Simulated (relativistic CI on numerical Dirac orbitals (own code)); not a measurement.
# Ge²⁰⁺: one ion under different settings

How much do the settings matter for Ge²⁰⁺? One ion, several inputs.

The numbers are computed with relativistic CI on numerical Dirac orbitals (own code) version 3 (Dirac-Coulomb-Breit CI, KLI orbitals optimised for each configuration, model QED (radiative potential, 1s self-energy scaled to tabulated hydrogen-like ionisation energies), numerical settings as typed), except any that are marked as measured or tabulated.

### 1 The atom as given

* ion: Ge²⁰⁺ (Ge XXI)
* nuclear charge: 32
* electrons: 12
* isotope: A = 74

### 2 Usual settings

Settings of the run:

```ini
atom Ge  Z=32  charge=20  electrons=12
nucleus A=74  rms_radius_fm=4.0742
hamiltonian dirac-coulomb  breit=on  qed=on  c_scale=1
orbitals kli  potential=per-configuration
slater_scale 1
correlation none
mixing on
grid step=0.0125 r_max=5.3
scf mixing=0.4 start=green max_iterations=150 tolerance=2e-08 node_fill=0.05
configurations
  [Ne] 3s2
end
```

On the command line:

```bash
> python run_levels.py task.json out
```

task.json lists these runs, among others, and the program works through them in turn.

The program writes no log. Results of the run, from its result record (rounded, main fields):

```text
{
  "status": "converged",
  "levels [i, E_cm, J2, conf, term, w_term, w_jj]": [
    [0, 0, 0, "3s2", "1S", 1, 1]
  ],
  "total_energy [Ha]": -1865.4770558,
  "n_levels_all": 1,
  "overlap": 1.5112e-12,
  "scf_iterations": [8],
  "orbital_energies [Ha]": {"1s": -434.245, "2s": -80.832, "2p1/2": -75.5586, "2p3/2": -74.3505, "3s": -30.5988},
  "configurations [conf, odd, states, E_av_Ha, breit_Ha, qed_Ha]": [
    ["3s2", 0, 1, -1867.002254, 0.8809, 0.6443]
  ],
  "scf_steps of the first configuration [iteration, E_Ha, residual, outer_eigenvalue_Ha]": [
    [1, -1851.811277, 3.17, -40.18],
    [2, -1861.991845, 1.82, -35.83],
    [3, -1866.993964, 0.0653, -30.71],
    [4, -1866.998535, 0.0375, -30.69],
    [5, -1867.002279, 0.000748, -30.6],
    [6, -1867.002255, 2.49e-05, -30.6],
    [7, -1867.002254, 3.86e-06, -30.6],
    [8, -1867.002254, 2e-08, -30.6]
  ]
}
```

Wall time 0.038 s (1 thread of Neoverse-V1, shared host).

### 3 Tolerance 1e-06

Settings: those of step 2 with these lines changed.

```diff
@@ -8,3 +8,3 @@
 grid step=0.0125 r_max=5.3
-scf mixing=0.4 start=green max_iterations=150 tolerance=2e-08 node_fill=0.05
+scf mixing=0.4 start=green max_iterations=150 tolerance=1e-06 node_fill=0.05
 configurations
```

Result record:

```text
{
  "status": "converged",
  "levels [i, E_cm, J2, conf, term, w_term]": [
    [0, 0, 0, "3s2", "1S", 1]
  ],
  "total_energy [Ha]": -1865.4770558,
  "n_levels_all": 1,
  "overlap": 1.5112e-12,
  "scf_iterations": [8],
  "orbital_energies [Ha]": {"1s": -434.245, "2s": -80.832, "2p1/2": -75.5586, "2p3/2": -74.3505, "3s": -30.5988},
  "configurations [conf, odd, states, E_av_Ha, breit_Ha, qed_Ha]": [
    ["3s2", 0, 1, -1867.002254, 0.8809, 0.6443]
  ],
  "scf_steps of the first configuration [iteration, E_Ha, residual, outer_eigenvalue_Ha]": [
    [1, -1851.811277, 3.17, -40.18],
    [2, -1861.991845, 1.82, -35.83],
    [3, -1866.993964, 0.0653, -30.71],
    [4, -1866.998535, 0.0375, -30.69],
    [5, -1867.002279, 0.000748, -30.6],
    [6, -1867.002255, 2.49e-05, -30.6],
    [7, -1867.002254, 3.86e-06, -30.6],
    [8, -1867.002254, 2e-08, -30.6]
  ]
}
```

Run time: 0.038 s. Hardware: 1 thread of Neoverse-V1, shared host.

### 4 End of the grid 7.95

Settings: those of step 3 with these lines changed.

```diff
@@ -7,4 +7,4 @@
 mixing on
-grid step=0.0125 r_max=5.3
-scf mixing=0.4 start=green max_iterations=150 tolerance=1e-06 node_fill=0.05
+grid step=0.0125 r_max=7.95
+scf mixing=0.4 start=green max_iterations=150 tolerance=2e-08 node_fill=0.05
 configurations
```

Result record:

```text
{
  "status": "converged",
  "levels [i, E_cm, J2, conf, term, w_term]": [
    [0, 0, 0, "3s2", "1S", 1]
  ],
  "total_energy [Ha]": -1865.4770558,
  "n_levels_all": 1,
  "overlap": 1.51094e-12,
  "scf_iterations": [8],
  "orbital_energies [Ha]": {"1s": -434.245, "2s": -80.832, "2p1/2": -75.5586, "2p3/2": -74.3505, "3s": -30.5988},
  "configurations [conf, odd, states, E_av_Ha, breit_Ha, qed_Ha]": [
    ["3s2", 0, 1, -1867.002254, 0.8809, 0.6443]
  ],
  "scf_steps of the first configuration [iteration, E_Ha, residual, outer_eigenvalue_Ha]": [
    [1, -1851.811277, 3.17, -40.18],
    [2, -1861.991845, 1.82, -35.83],
    [3, -1866.993964, 0.0653, -30.71],
    [4, -1866.998535, 0.0375, -30.69],
    [5, -1867.002279, 0.000748, -30.6],
    [6, -1867.002255, 2.49e-05, -30.6],
    [7, -1867.002254, 3.86e-06, -30.6],
    [8, -1867.002254, 2e-08, -30.6]
  ]
}
```

It took 0.038 s on 1 thread of Neoverse-V1, shared host.

### 5 Node fill 0.2

Settings: those of step 4 with these lines changed.

```diff
@@ -7,4 +7,4 @@
 mixing on
-grid step=0.0125 r_max=7.95
-scf mixing=0.4 start=green max_iterations=150 tolerance=2e-08 node_fill=0.05
+grid step=0.0125 r_max=5.3
+scf mixing=0.4 start=green max_iterations=150 tolerance=2e-08 node_fill=0.2
 configurations
```

Result record:

```text
{
  "status": "converged",
  "levels [i, E_cm, J2, conf, term, w_term]": [
    [0, 0, 0, "3s2", "1S", 1]
  ],
  "total_energy [Ha]": -1865.4789076,
  "n_levels_all": 1,
  "overlap": 1.57121e-12,
  "scf_iterations": [9],
  "orbital_energies [Ha]": {"1s": -433.657, "2s": -80.6044, "2p1/2": -75.3032, "2p3/2": -74.0994, "3s": -30.5431},
  "configurations [conf, odd, states, E_av_Ha, breit_Ha, qed_Ha]": [
    ["3s2", 0, 1, -1867.002313, 0.8794, 0.644]
  ],
  "scf_steps of the first configuration [iteration, E_Ha, residual, outer_eigenvalue_Ha]": [
    [1, -1851.811277, 3.2, -40.18],
    [2, -1862.056571, 1.84, -35.8],
    [3, -1866.987151, 0.0666, -30.66],
    [4, -1867.001602, 0.0386, -30.64],
    [5, -1867.002302, 0.000609, -30.54],
    [6, -1867.002312, 3.28e-05, -30.54],
    [7, -1867.002313, 5.03e-06, -30.54],
    [8, -1867.002313, 3.18e-08, -30.54],
    [9, -1867.002313, 8.03e-09, -30.54]
  ]
}
```

Run time: 0.038 s. Hardware: 1 thread of Neoverse-V1, shared host.

### 6 Slater scale 0.6, speed-of-light factor 1.25

Settings of the run:

```ini
atom Ge  Z=32  charge=20  electrons=12
nucleus A=74  rms_radius_fm=4.0742
hamiltonian dirac-coulomb  breit=on  qed=on  c_scale=1.25
orbitals kli  potential=per-configuration
slater_scale 0.6
correlation none
mixing on
grid step=0.0125 r_max=5.3
scf mixing=0.4 start=green max_iterations=150 tolerance=2e-08 node_fill=0.05
configurations
  [Ne] 3s2
end
```

Result record:

```text
{
  "status": "converged",
  "levels [i, E_cm, J2, conf, term, w_term]": [
    [0, 0, 0, "3s2", "1S", 1]
  ],
  "total_energy [Ha]": -1857.8563113,
  "n_levels_all": 1,
  "overlap": 1.51122e-12,
  "scf_iterations": [8],
  "orbital_energies [Ha]": {"1s": -432.146, "2s": -80.3342, "2p1/2": -75.1288, "2p3/2": -74.3642, "3s": -30.4622},
  "configurations [conf, odd, states, E_av_Ha, breit_Ha, qed_Ha]": [
    ["3s2", 0, 1, -1859.012307, 0.5606, 0.5954]
  ],
  "scf_steps of the first configuration [iteration, E_Ha, residual, outer_eigenvalue_Ha]": [
    [1, -1844.070838, 3.14, -39.93],
    [2, -1854.079502, 1.81, -35.64],
    [3, -1859.004264, 0.0641, -30.57],
    [4, -1859.008702, 0.037, -30.55],
    [5, -1859.012332, 0.00073, -30.46],
    [6, -1859.012309, 2.4e-05, -30.46],
    [7, -1859.012307, 3.74e-06, -30.46],
    [8, -1859.012307, 1.92e-08, -30.46]
  ]
}
```

Run time: 0.037 s. Hardware: 1 thread of Neoverse-V1, shared host.

A changed speed of light describes a fictitious ion. The QED potentials keep the true α.

### 7 Node fill 5

Settings of the run:

```ini
atom Ge  Z=32  charge=20  electrons=12
nucleus A=74  rms_radius_fm=4.0742
hamiltonian dirac-coulomb  breit=on  qed=on  c_scale=1
orbitals kli  potential=per-configuration
slater_scale 1
correlation none
mixing on
grid step=0.0125 r_max=5.3
scf mixing=0.4 start=green max_iterations=83 tolerance=2e-08 node_fill=5
configurations
  [Ne] 3s2
end
```

Result record:

```text
{
  "status": "converged",
  "levels [i, E_cm, J2, conf, term, w_term]": [
    [0, 0, 0, "3s2", "1S", 1]
  ],
  "total_energy [Ha]": -1865.4089373,
  "n_levels_all": 1,
  "overlap": 1.53081e-12,
  "scf_iterations": [9],
  "orbital_energies [Ha]": {"1s": -429.715, "2s": -78.7691, "2p1/2": -73.2723, "2p3/2": -72.0975, "3s": -29.9797},
  "configurations [conf, odd, states, E_av_Ha, breit_Ha, qed_Ha]": [
    ["3s2", 0, 1, -1866.917964, 0.8679, 0.6411]
  ],
  "scf_steps of the first configuration [iteration, E_Ha, residual, outer_eigenvalue_Ha]": [
    [1, -1851.811277, 3.42, -40.18],
    [2, -1862.577949, 1.97, -35.56],
    [3, -1866.831883, 0.0834, -30.18],
    [4, -1866.946042, 0.0443, -30.09],
    [5, -1866.918385, 0.000383, -29.98],
    [6, -1866.91801, 5.21e-05, -29.98],
    [7, -1866.917971, 9.16e-06, -29.98],
    [8, -1866.917965, 1.67e-07, -29.98],
    [9, -1866.917964, 1.11e-08, -29.98]
  ]
}
```

Run time: 0.038 s. Hardware: 1 thread of Neoverse-V1, shared host.

A bad setting: its result is shown only for the comparison.

### 8 Potential mixing 2.5

Settings: those of step 7 with these lines changed.

```diff
@@ -8,3 +8,3 @@
 grid step=0.0125 r_max=5.3
-scf mixing=0.4 start=green max_iterations=83 tolerance=2e-08 node_fill=5
+scf mixing=2.5 start=green max_iterations=94 tolerance=2e-08 node_fill=0.05
 configurations
```

Result record:

```text
{
  "status": "converged",
  "levels [i, E_cm, J2, conf, term, w_term]": [
    [0, 0, 0, "3s2", "1S", 1]
  ],
  "total_energy [Ha]": -1865.4770558,
  "n_levels_all": 1,
  "overlap": 1.51363e-12,
  "scf_iterations": [11],
  "orbital_energies [Ha]": {"1s": -434.245, "2s": -80.832, "2p1/2": -75.5586, "2p3/2": -74.3505, "3s": -30.5988},
  "configurations [conf, odd, states, E_av_Ha, breit_Ha, qed_Ha]": [
    ["3s2", 0, 1, -1867.002254, 0.8809, 0.6443]
  ],
  "scf_steps of the first configuration [iteration, E_Ha, residual, outer_eigenvalue_Ha]": [
    [1, -1851.811277, 3.17, -40.18],
    [2, -1765.864692, 6.36, -19.97],
    [3, -1866.867543, 0.227, -30.65],
    [4, -1866.982548, 0.0997, -30.84],
    [5, -1867.002494, 0.014, -30.56],
    [6, -1867.002192, 0.0017, -30.6],
    [7, -1867.002264, 0.000283, -30.6],
    [8, -1867.002253, 6.74e-06, -30.6],
    [9, -1867.002254, 6.71e-06, -30.6],
    [10, -1867.002254, 8.46e-08, -30.6],
    [11, -1867.002254, 3.47e-10, -30.6]
  ]
}
```

Wall time 0.04 s (1 thread of Neoverse-V1, shared host).

The value lies outside the usual range, yet the result is unchanged in this case.

### 9 Comparison

| setting | total energy less usual (Ha) | largest shift of a level among the lowest eight of both runs, same label and place (cm⁻¹) | SCF iterations | time | lowest level | kind of change |
| --- | --- | --- | --- | --- | --- | --- |
| usual | 0 | 0 | 8 | 0.038 s | 3s2 1S0 | - |
| tolerance 1e-06 | 0 | - | 8 | 0.038 s | 3s2 1S0 | numerical |
| end of the grid 7.95 | 0 | - | 8 | 0.038 s | 3s2 1S0 | numerical |
| node fill 0.2 | -0.00185 | - | 9 | 0.038 s | 3s2 1S0 | numerical |
| Slater scale 0.6, speed-of-light factor 1.25 | 7.62 | - | 8 | 0.037 s | 3s2 1S0 | unphysical constant |
| node fill 5 | 0.0681 | - | 9 | 0.038 s | 3s2 1S0 | unsound |
| potential mixing 2.5 | 0 | - | 11 | 0.04 s | 3s2 1S0 | extreme, harmless here |

### 10 Results

| quantity | value |
| --- | --- |
| lowest level, usual settings | 3s2 1S0 |
| total energy | -1865.4771 Ha |

No visible change in the result comes from «tolerance 1e-06» or «end of the grid 7.95» or «potential mixing 2.5». Only the listed configurations are in the model.
